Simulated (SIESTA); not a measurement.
## HfMoC2 under changes of volume

One of the cells (11.649 Å³/atom); the others are scaled copies at fixed shape and fractional positions:

```
CELL_PARAMETERS angstrom
3.21256 0.00000 0.00000
0.00000 3.21256 0.00000
0.00000 0.00000 4.51487
ATOMIC_POSITIONS crystal
Hf 0.00000 0.00000 0.00000
Mo 0.50000 0.50000 0.50000
C 0.50000 0.50000 0.00000
C 0.00000 0.00000 0.50000
```

The cell comes from a database or a generator and needn't be the stable form of this composition.

```yaml
Program: SIESTA 5.4.2
Functional: PBEsol
Potentials_or_basis: PseudoDojo 0.4 standard (PBEsol files)
Basis: DZP (energy shift 0.003 Ry; two zetas on semicore shells)
Grid_cutoff: 800 Ry
Energy_shift: 0.003 Ry
k_mesh: 8 × 8 × 6
Occupations: fermi-dirac, width 0.05 eV
Spin: no spin polarisation
```

```tsv
volume (Å³/atom)	energy over the lowest point (meV/atom)	pressure (GPa)
10.735	?	?
10.964	5.95	7.5
11.192	0.00	1.1
11.649	12.85	-9.7
11.877	30.18	-14.4
12.106	53.81	-18.6
```

Question: What does the run at 10.735 Å³/atom give?

Answer: Energy over the lowest point 21.42 meV/atom; pressure 14.4 GPa.

Worked out: A Birch-Murnaghan fit of order 3 (a polynomial in V^(-2/3)) to the other rows has its minimum at 11.23 Å³/atom with B0 = V·E''(V) = 290 GPa and B' = 4.0 at fixed shape and positions, which overstates the stiffness. It gives 21.47 meV/atom at 10.735 Å³/atom, against the run's 21.42, and -dE/dV = 14.4 GPa, against 14.4.

Energies are extrapolated to zero smearing.

Caveats: short orbitals over semicore shells can move pressures by several GPa; the basis of atomic orbitals isn't converged, which shifts pressures, moduli and gaps.
